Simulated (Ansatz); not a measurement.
CaMg3, space group P-6m2, a single point

Computed with Ansatz 0.2.0, Python API.

`scf_camg3.py`
```python
"""SCF run for CaMg3."""

from pathlib import Path

import ansatz as az
import numpy as np

params = {
    "smearing": "fermi_dirac",
    "sigma": 0.15,
    "functional": "r2scan",
    "k_length": 26,
}

vectors = np.array([
    [3.409074, 0.0, 0.0],
    [-1.704537, 2.952345, 0.0],
    [0.0, 0.0, 10.880675],
])
camg3 = (
    az.Lattice.of(vectors)
    .atom("Ca", (0.0, 0.0, 0.5))
    .atom("Mg", (0.0, 0.0, 0.0))
    .atom("Mg", (2 / 3, 1 / 3, 0.764548))
    .atom("Mg", (2 / 3, 1 / 3, 0.235452))
)

# functional, basis and sampling
job = (
    camg3.calculation()
    .occupations(params["smearing"], width=params["sigma"])
    .pseudopotentials("paw")
    .basis(20 * az.Ha)
    .functional(params["functional"])
    .kpoints(length=params["k_length"])
    .band_table()
    .potential_components()
)
out = job.run()
r = out.report

n_atoms = len(r["lattice"]["sites"])
print("F =", round(r["free_energy_ev"], 4), "eV for", n_atoms, "atoms")
print("E(sigma -> 0) =", round(r["energy_sigma0_ev"], 4), "eV, TS =", round(r["entropy_ts_ev"], 5), "eV")
print("closed by", r["closed_by"], "after", r["n_iterations"], "iterations")

edges = r.get("band_edges_ev")
if edges:
    print(f"band edges on the mesh: {edges[0]:.3f} and {edges[1]:.3f} eV, gap {edges[1] - edges[0]:.3f} eV")
else:
    print("no band edges reported (a metal, or a gap too narrow for this smearing); Fermi level", round(r["fermi_energy_ev"], 3), "eV")

print(job.to_yaml())

terms = r["components"]
print({name: round(terms[name], 3) for name in ("e_kinetic", "e_hartree", "e_xc", "e_local", "e_nonlocal", "e_ewald", "e_paw") if name in terms})

for term in (az.EnergyTerm.SMEARING, az.EnergyTerm.DISPERSION):
    print(f"F without {term.name.lower()}: {az.free_energy_without(r, term):.5f} eV")

folder = Path(out.write_results("parts"))
text = (folder / "v_comp_z.tsv").read_text().splitlines()
rows = np.array([line.split() for line in text if not line.startswith("#")], dtype=float)
print(text[0])
print(np.array2string(rows[:: max(len(rows) // 12, 1)], precision=3, suppress_small=True))
```

Running `python scf_camg3.py` prints:
```text
F = -7600.5596 eV for 4 atoms
E(sigma -> 0) = -7600.4588 eV, TS = 0.20166 eV
closed by deck_thresholds after 8 iterations
no band edges reported (a metal, or a gap too narrow for this smearing); Fermi level 5.362 eV
crystal:
  lattice:
    - [3.409074, 0.0, 0.0]
    - [-1.704537, 2.952345, 0.0]
    - [0.0, 0.0, 10.880675]
  atoms:
    - { symbol: Ca, position: [0.0, 0.0, 0.5] }
    - { symbol: Mg, position: [0.0, 0.0, 0.0] }
    - { symbol: Mg, position: [0.6666666666666666, 0.3333333333333333, 0.764548] }
    - { symbol: Mg, position: [0.6666666666666666, 0.3333333333333333, 0.235452] }
basis:
  ecutwfc: 544.22772491976
kpoints:
  mp_grid:
    grid: [9, 9, 2]
hamiltonian:
  xc: r2scan
  pseudopotentials:
    kind: paw
scf:
  occupations:
    method: fermi_dirac
    width: 0.15
output:
  write_potential_components: true
  eigenvalues: true

{'e_kinetic': 499.401, 'e_hartree': 2070.728, 'e_xc': -213.788, 'e_local': -5810.595, 'e_nonlocal': 351.546, 'e_ewald': -2743.807, 'e_paw': -1753.544}
F without smearing: -7600.35794 eV
F without dispersion: -7600.55960 eV
# z_ang	v_loc[eV]	v_h[eV]	v_xc[eV]
[[  0.    -40.346  35.63   -9.265]
 [  0.846  -2.963   8.076  -7.979]
 [  1.693   2.104   3.122  -7.953]
 [  2.539 -27.122  22.418  -9.241]
 [  3.385  18.253 -13.147  -7.934]
 [  4.231  33.438 -27.454  -7.595]
 [  5.078   4.301  -9.187 -11.045]
 [  5.924   9.647 -12.487 -10.345]
 [  6.77   34.162 -27.685  -7.612]
 [  7.616  12.168  -8.119  -7.95 ]
 [  8.463 -26.024  21.955  -9.189]
 [  9.309   4.254   1.604  -7.958]
 [ 10.155  -7.577  11.734  -7.959]]
```

Notes:
- Total energies depend on the potentials; only differences at equal settings carry meaning. A total without «per atom» is that of the cell as typed.
- The energy terms are those on the plane-wave grid, with the one-centre PAW part apart; the terms shown are only some of the summands, so they needn't add up to F.
- For a metal this k-point mesh is coarse: on a finer one energies can move by several to tens of meV an atom and pressures by half a GPa or more, differences at one mesh by less.
- The zero of the levels is a convention of the potentials, so an absolute Fermi energy is no work function.
- This cell is a computed structure, which may not be the phase found in nature.
- Gaps and levels are Kohn-Sham values on a finite set of k-points.
- Run time: 18 s on 1 thread of Arm Neoverse V1, with other jobs on the host, peak memory 0.58 GiB.
